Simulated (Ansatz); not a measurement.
# NaVS2: the cost of one run

Method: DFT LDA, with the methods named in each step, in Ansatz 0.2.0.

1 further run of the same task is left out (it didn't finish).

### 1 The structure to begin with

It takes space group R-3m (No. 166, trigonal). Conventional cell: a = 3.599 Å, b = 3.599 Å, c = 19.383 Å, α = 90.00°, β = 90.00°, γ = 120.00°. Around Na (site symmetry -3m) lie 6 S at 2.81 Å. V (site symmetry -3m) is surrounded by 6 S at 2.47 Å. S (site symmetry 3m) is surrounded by 3 V at 2.47 Å and 3 Na at 2.81 Å.

Structure file:

```
CELL_PARAMETERS angstrom
1.79930 1.03883 6.46105
-1.79930 1.03883 6.46105
0.00000 -2.07765 6.46105
ATOMIC_POSITIONS crystal
Na 0.50000 0.50000 0.50000
V 0.00000 0.00000 0.00000
S 0.26438 0.26438 0.26438
S 0.73562 0.73562 0.73562
```

Atoms are numbered in the order of the input: Na1, V2, S3, S4.

### 2 Free moments, LAPW

input.yaml

```yaml
crystal:
  lattice:
    - [1.7993010104, 1.0388269227, 6.4610546979]
    - [-1.7993010104, 1.0388269227, 6.4610546979]
    - [0.0, -2.0776538454, 6.4610546979]
  atoms:
    - { symbol: Na, position: [0.5, 0.5, 0.5] }
    - { symbol: V, position: [0.0, 0.0, 0.0], spin: 2.0 }
    - { symbol: S, position: [0.26437887, 0.26437887, 0.26437887] }
    - { symbol: S, position: [0.73562113, 0.73562113, 0.73562113] }
magnetization:
  spin_polarized: true
kpoints:
  mp_grid: { grid: [11, 11, 11] }
scf:
  occupations: { method: fermi_dirac, width: 0.03 }
hamiltonian:
  xc: lda
  pseudopotentials: { kind: all_electron, lapw: { basis_error: 0.001 } }
output:
  forces: true
  stress: true
  eigenvalues: false
  populations: true
```

On the command line:

```sh
> ansatz run input.yaml --threads 2 --pin off --max-ram 6144MiB --backend cpu --events-out ev --progress --plain --runs-dir out
```

What time and memory should one allow on 2 threads of Arm Neoverse V2, shared host?

About 69 s, with a peak of 1.2 GiB.
